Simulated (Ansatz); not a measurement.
Relaxation of a periodic cell of 17 atoms, Si (host Si, host structure diamond, interstitial Si), to a largest force component of 0.03 eV/Å in at most 60 steps.

All numbers below come from Ansatz, DFT PBE, scalar-relativistic, plane waves, PAW. Settings: PAW set soft_1, cutoff 420 eV, k mesh 2x2x2, gaussian smearing 0.05 eV, no spin polarisation.

```xyz
17
Lattice="0.0000 5.4300 5.4300 5.4300 0.0000 5.4300 5.4300 5.4300 0.0000" Properties=species:S:1:pos:R:3
Si 0.000 0.000 0.000
Si 1.357 1.357 1.357
Si 2.715 2.715 0.000
Si 4.072 4.072 1.357
Si 2.715 0.000 2.715
Si 4.072 1.357 4.072
Si 5.430 2.715 2.715
Si 6.787 4.072 4.072
Si 0.000 2.715 2.715
Si 1.357 4.072 4.072
Si 2.715 5.430 2.715
Si 4.072 6.787 4.072
Si 2.715 2.715 5.430
Si 4.072 4.072 6.787
Si 5.430 5.430 5.430
Si 6.787 6.787 6.787
Si 8.134 8.062 8.124
```

Question: Where does it end, and by what steps?

Answer: It converged. The force dipped under the threshold on the way, but the program's further checks kept it going. Limits of this set-up: coarse k mesh, a small cell, in which the defect meets its images. After 3 steps the energy has fallen by 0.156 eV; Si17 moved furthest, 0.08 Å.

| step | energy less start (eV) | largest force component (eV/Å) | accepted |
| --- | --- | --- | --- |
| 0 | 0.0000 | 0.822 | yes |
| 1 | -0.1348 | 0.358 | yes |
| 2 | -0.1564 | 0.016 | yes |
| 3 | -0.1564 | 0.016 | yes |

```xyz
17
Lattice="0.0000 5.4300 5.4300 5.4300 0.0000 5.4300 5.4300 5.4300 0.0000" Properties=species:S:1:pos:R:3
Si 0.000 -0.001 0.000
Si 1.353 1.351 1.353
Si 2.716 2.711 0.030
Si 4.079 4.071 1.349
Si 2.715 0.031 2.714
Si 4.076 1.350 4.076
Si 5.398 2.711 2.713
Si 6.766 4.092 4.092
Si 0.030 2.711 2.715
Si 1.349 4.072 4.078
Si 2.714 5.387 2.714
Si 4.095 6.757 4.094
Si 2.713 2.711 5.397
Si 4.093 4.093 6.765
Si 5.430 5.423 5.428
Si 6.764 6.756 6.763
Si 8.144 8.136 8.143
```

Whether the end is a true minimum wasn't checked by a vibrational analysis.

The run took 14 s on 1 thread of Arm Neoverse V2, on a shared host, peak memory 0.53 GiB.
